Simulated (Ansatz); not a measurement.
# CH₇ClGeSi: one species, many methods

One table from this session's results is given with a row withheld; the runs are named, their logs left out.

Computed with Ansatz 0.2.0, Gaussian basis. Level: functionals in def2-TZVPP, the program's frozen cores in correlated methods.

Levels to be run: LDA (SPW92), PBE-D4, revPBE-D4, BLYP-D4, r2SCAN-D4, B97M-V, PBE0-D4, B3LYP-D4, r2SCANh-D4, r2SCAN0-D4, HSE06-D4, BHLYP-D4, CAM-B3LYP-D4, LC-ωPBE, ωB97X-V, ωB97M-V, B2PLYP, PBE-QIDH; CCSD(T)/def2-SVP; CCSD(T)/def2-TZVPP; MP2/def2-QZVPP; extrapolation to the limit; RPA on PBE.

**The relaxed structure**

All runs share one geometry, relaxed beforehand with PBE0-D4 in a triple-zeta def2 set.

SMILES `[CH3][GeH]([SiH3])[Cl]`, 11 atoms, charge 0, spin multiplicity 1.

Atoms are counted from 1 here; the program's logs count them from 0.

Bond lengths: C1–Ge2 1.947 Å, C1–H5 1.090 Å, C1–H6 1.090 Å, C1–H7 1.092 Å, Ge2–Si3 2.383 Å, Ge2–Cl4 2.177 Å, Ge2–H8 1.541 Å, Si3–H9 1.486 Å, Si3–H10 1.488 Å, Si3–H11 1.484 Å. Angles: Ge2–C1–H5 109.9°, Ge2–C1–H6 109.6°, Ge2–C1–H7 110.0°, H5–C1–H6 109.1°, H5–C1–H7 109.1°, H6–C1–H7 109.1°, C1–Ge2–Si3 114.7°, C1–Ge2–Cl4 106.5°, C1–Ge2–H8 111.0°, Si3–Ge2–Cl4 105.5°, Si3–Ge2–H8 113.1°, Cl4–Ge2–H8 105.2°, Ge2–Si3–H9 109.0°, Ge2–Si3–H10 109.7°, Ge2–Si3–H11 109.8°, H9–Si3–H10 109.1°, H9–Si3–H11 109.8°, H10–Si3–H11 109.4°.

The first run:

The input, in.yaml:

```yaml
crystal:
  periodic: [false, false, false]
  atoms:
    - {symbol: C, position_ang: [-0.906385, 1.559091, -0.194662]}
    - {symbol: Ge, position_ang: [-0.180279, -0.156993, -0.760003]}
    - {symbol: Si, position_ang: [1.206074, -1.231721, 0.853084]}
    - {symbol: Cl, position_ang: [-1.881976, -1.485230, -1.044110]}
    - {symbol: H, position_ang: [-1.438276, 1.443997, 0.749730]}
    - {symbol: H, position_ang: [-1.598317, 1.930659, -0.950813]}
    - {symbol: H, position_ang: [-0.097986, 2.281095, -0.064108]}
    - {symbol: H, position_ang: [0.482223, -0.045573, -2.146990]}
    - {symbol: H, position_ang: [0.447191, -1.375796, 2.122078]}
    - {symbol: H, position_ang: [2.419848, -0.407264, 1.101906]}
    - {symbol: H, position_ang: [1.613185, -2.569365, 0.354589]}
basis:
  gaussian: {orbitals: def2-TZVPP}
hamiltonian: {xc: lda}
output: {orbitals: {seedname: orbitals}}
```

Steps of the session up to this table: LDA; PBE-D4 (GGA); revPBE-D4 (GGA); BLYP-D4 (GGA); r2SCAN-D4 (meta-GGA); B97M-V (meta-GGA); PBE0-D4 (hybrid); B3LYP-D4 (hybrid); r2SCANh-D4 (hybrid); r2SCAN0-D4 (hybrid); HSE06-D4 (hybrid); BHLYP-D4 (hybrid); CAM-B3LYP-D4 (range-separated); LC-ωPBE-D4 (range-separated; the results give it without D4); ωB97X-V (range-separated); ωB97M-V (range-separated); B2PLYP (double hybrid); PBE-QIDH (double hybrid).

One of the session's tables, all rows but one given; the rest of the session is left out.

It belongs to the step «Frontier levels by functional». 

```
  functional  HOMO (eV)  gap (eV)
 LDA (SPW92)      -6.83      5.34
      PBE-D4      -6.73      5.49
   revPBE-D4      -6.69      5.55
     BLYP-D4          ?         ?
   r2SCAN-D4      -7.02      6.02
      B97M-V      -7.16      6.10
     PBE0-D4      -7.92      7.54
    B3LYP-D4      -7.69      7.11
  r2SCANh-D4      -7.45      6.76
  r2SCAN0-D4      -8.10      7.86
    HSE06-D4      -7.52      6.77
    BHLYP-D4      -8.97      9.54
CAM-B3LYP-D4      -9.18      9.86
     LC-ωPBE     -10.50     12.32
     ωB97X-V     -10.17     11.87
     ωB97M-V      -9.97     11.44
```

Estimate the missing values for BLYP-D4.

Worked estimate for «HOMO (eV)». Against the share of exact exchange, B3LYP-D4 (0.2, -7.69), BHLYP-D4 (0.5, -8.97) give a slope of -4.27 per unit share; at 0 the line stands at -6.84.

**Answer.** HOMO (eV): -6.58; gap (eV): 5.47. In «HOMO (eV)» the line misses by -0.26.
